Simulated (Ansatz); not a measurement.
# C₂H₄AlN: small, medium and large basis sets

How large a basis does C₂H₄AlN need? Two functionals and correlated methods are run in growing sets.

Computed with Ansatz 0.2.0, Gaussian basis. Level: one geometry, several basis sets.

Plan: PBE0-D4/def2-SVP; ωB97M-V/def2-SVP; PBE0-D4/def2-QZVPP; ωB97M-V/def2-QZVPP; CCSD(T)/cc-pV(D+d)Z; CCSD(T)/cc-pV(T+d)Z; CCSD(T)/cc-pV(Q+d)Z; the functionals' def2-TZVPP values are taken from earlier runs.

## Step 1: The geometry

All runs share one geometry, relaxed beforehand with PBE0-D4/def2-TZVP.

SMILES `[CH3][AlH][C]#N`, 8 atoms, charge 0, spin multiplicity 1.

Atoms are counted from 1 here; the program's logs count them from 0.

Bond lengths: C1–Al2 1.935 Å, C1–H5 1.095 Å, C1–H6 1.095 Å, C1–H7 1.092 Å, Al2–C3 1.945 Å, Al2–H8 1.576 Å, C3–N4 1.154 Å. Angles: Al2–C1–H5 110.6°, Al2–C1–H6 110.7°, Al2–C1–H7 112.6°, H5–C1–H6 106.4°, H5–C1–H7 108.1°, H6–C1–H7 108.2°, C1–Al2–C3 118.2°, C1–Al2–H8 126.1°, C3–Al2–H8 115.6°, Al2–C3–N4 179.2°.

## Step 2: PBE0-D4 in def2-SVP

Contents of in.yaml:

```yaml
crystal:
  periodic: [false, false, false]
  atoms:
    - {symbol: C, position_ang: [-0.707874, 1.015090, -0.332234]}
    - {symbol: Al, position_ang: [-0.141820, -0.683210, 0.402636]}
    - {symbol: C, position_ang: [1.702925, -1.234826, 0.128559]}
    - {symbol: N, position_ang: [2.800827, -1.548158, -0.041198]}
    - {symbol: H, position_ang: [-1.527000, 0.873125, -1.044968]}
    - {symbol: H, position_ang: [-1.095091, 1.668742, 0.456176]}
    - {symbol: H, position_ang: [0.100435, 1.540503, -0.844232]}
    - {symbol: H, position_ang: [-1.040203, -1.688365, 1.219463]}
basis:
  gaussian: {orbitals: def2-SVP}
hamiltonian: {xc: pbe0, dispersion: d4}
output: {orbitals: {seedname: orbitals}}
```

Launch:

```
$ ansatz run in.yaml --threads 2 --pin off --events-out ev --progress --plain --max-ram 22528MiB --backend cpu
```

The runs that follow: ωB97M-V in def2-SVP; PBE0-D4 in def2-QZVPP; ωB97M-V in def2-QZVPP; CCSD(T) in cc-pV(D+d)Z; CCSD(T) in cc-pV(T+d)Z; CCSD(T) in cc-pV(Q+d)Z.

**Question.** What will the summary of the whole plan be? Wanted: MP2 correlation recovered, cc-pV(D+d)Z; MP2 correlation recovered, cc-pV(T+d)Z; MP2 correlation recovered, cc-pV(Q+d)Z; difference of two CCSD(T) limits: def2 sets; PBE0-D4: double and triple zeta above quadruple; ωB97M-V: double and triple zeta above quadruple.

The runs gave:

| quantity | value |
| --- | --- |
| MP2 correlation recovered, cc-pV(D+d)Z | 73.8 % |
| MP2 correlation recovered, cc-pV(T+d)Z | 90.0 % |
| MP2 correlation recovered, cc-pV(Q+d)Z | 95.8 % |
| difference of two CCSD(T) limits: def2 sets (earlier runs) less this series | -13 meV |
| PBE0-D4: double and triple zeta above quadruple | 6.87, 0.40 eV |
| ωB97M-V: double and triple zeta above quadruple | 7.03, 0.38 eV |

What this shows: For PBE0-D4 the step from double to triple zeta gains 6.46 eV and the next only 0.40 eV. Correlation climbs from 74 % (cc-pV(D+d)Z) to 96 % (cc-pV(Q+d)Z) of the limit; Hartree-Fock is 0.093 eV from its own by then. A limit from the def2 sets, made apart, differs by 13 meV, a least measure of the doubt on such a limit. Total energies overstate the basis error of differences, where much of it tends to cancel.
